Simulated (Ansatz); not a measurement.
# Hf2WF: the cost of one run

Method: DFT PBE, scalar-relativistic, plane waves, PAW, in Ansatz 0.2.0.

2 further runs of the same task are left out: 1 that didn't finish, 1 set aside as unsound or not needed.

## Step 1: Starting point

The structure is tetragonal, space group I4mm (No. 107). Conventional cell: a = 4.159 Å, b = 4.159 Å, c = 8.209 Å, α = 90.00°, β = 90.00°, γ = 90.00°. Hf (site symmetry 2mm) is surrounded by 2 W at 2.10 Å. Around W (site symmetry 4mm) lie 1 F at 1.63 Å. F (site symmetry 4mm) has 1 W at 1.63 Å in its first shell of neighbours.

Coordinates:

```
CELL_PARAMETERS angstrom
-2.07930 2.07930 4.10445
2.07930 -2.07930 4.10445
2.07930 2.07930 -4.10445
ATOMIC_POSITIONS crystal
Hf 0.64649 0.14649 0.50000
Hf 0.14649 0.64649 0.50000
W 0.18413 0.18413 0.00000
F 0.38263 0.38263 0.00000
```

Recipe of the guess: random cell by space group and Wyckoff sites (I4mm, No. 107). Its size is a rough estimate.

## Step 2: A first look at the guess

Input file input.yaml:

```yaml
crystal:
  lattice:
    - [-2.079304, 2.079304, 4.10444714]
    - [2.079304, -2.079304, 4.10444714]
    - [2.079304, 2.079304, -4.10444714]
  atoms:
    - { symbol: Hf, position: [0.64649352, 0.14649352, 0.5] }
    - { symbol: Hf, position: [0.14649352, 0.64649352, 0.5] }
    - { symbol: W, position: [0.18412546, 0.18412546, 0.0] }
    - { symbol: F, position: [0.38263073, 0.38263073, 0.0] }
basis:
  ecutwfc: 420
kpoints:
  mp_grid: { grid: [6, 6, 6] }
hamiltonian:
  xc: pbe
scf:
  occupations: { method: gaussian, width: 0.1 }
  lower_state_search: "off"
output:
  forces: true
  stress: true
  eigenvalues: true
```

Launch:

```console
$ ansatz run input.yaml --threads 1 --pin off --max-ram 2560MiB --backend cpu --events-out ev --progress --plain --runs-dir out
```

**Question.** How long does this run take on 1 thread of AMD EPYC 9R14 (Zen 4), shared host, and how much memory does it need?

About 5.5 s, with a peak of 0.4 GiB.
